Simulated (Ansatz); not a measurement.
## EuMg2Fe under changes of volume

One of the cells (26.077 Å³/atom); the others are scaled copies at fixed shape and fractional positions:

```
Eu Fe Mg
1.0
     4.84177    0.00000    0.00000
    -2.42088    4.19309    0.00000
     0.00000    0.00000    5.13784
Eu Fe Mg
1 1 2
Direct
  0.00000 0.00000 0.50000
  0.00000 0.00000 0.00000
  0.33333 0.66667 0.02156
  0.66667 0.33333 0.97844
```

The cell comes from a database or a generator and needn't be the stable form of this composition.

| Quantity | Value |
| --- | --- |
| Program | Ansatz 0.2.0 |
| Functional | PBE |
| Potentials or basis | Ansatz PAW |
| Cutoff | 420 eV (not typed: the program's choice for these potentials) |
| k mesh | 6 × 6 × 5 |
| Occupations | fermi-dirac, width 0.05 eV |
| Spin | collinear spin, ferromagnetic start |
| Starting moments | [7.0, 3.0, 0.0, 0.0] μB |

```csv
volume (Å³/atom),energy over the lowest point (meV/atom),pressure (GPa),moment (μB per cell),largest force (eV/Å)
24.512,8.20,2.0,5.47,0.037
25.034,?,?,?,?
25.556,0.40,0.5,5.30,0.044
26.077,0.00,-0.2,5.24,0.047
26.599,1.74,-0.8,5.19,0.051
27.120,5.40,-1.4,5.14,0.053
27.642,10.82,-1.9,5.10,0.056
```

Q: What does the run at 25.034 Å³/atom give?

A: Energy over the lowest point 3.10 meV/atom; pressure 1.2 GPa; moment 5.37 μB per cell; largest force 0.041 eV/Å.

Worked out: A Birch-Murnaghan fit of order 3 (a polynomial in V^(-2/3)) to the other rows has its minimum at 25.90 Å³/atom with B0 = V·E''(V) = 33 GPa and B' = 3.2 at fixed shape and positions, which overstates the stiffness. It gives 3.05 meV/atom at 25.034 Å³/atom, against the run's 3.10, and -dE/dV = 1.2 GPa, against 1.2. A parabola through the other rows of the moment, of slope -0.155 μB per Å³/atom there, gives 5.38 μB, against the run's 5.37.

Energies are extrapolated to zero smearing.

Caveats: without U or exact exchange the open f shell lies at the Fermi level, which spoils levels, moments and volumes; the starting moments weren't kept.
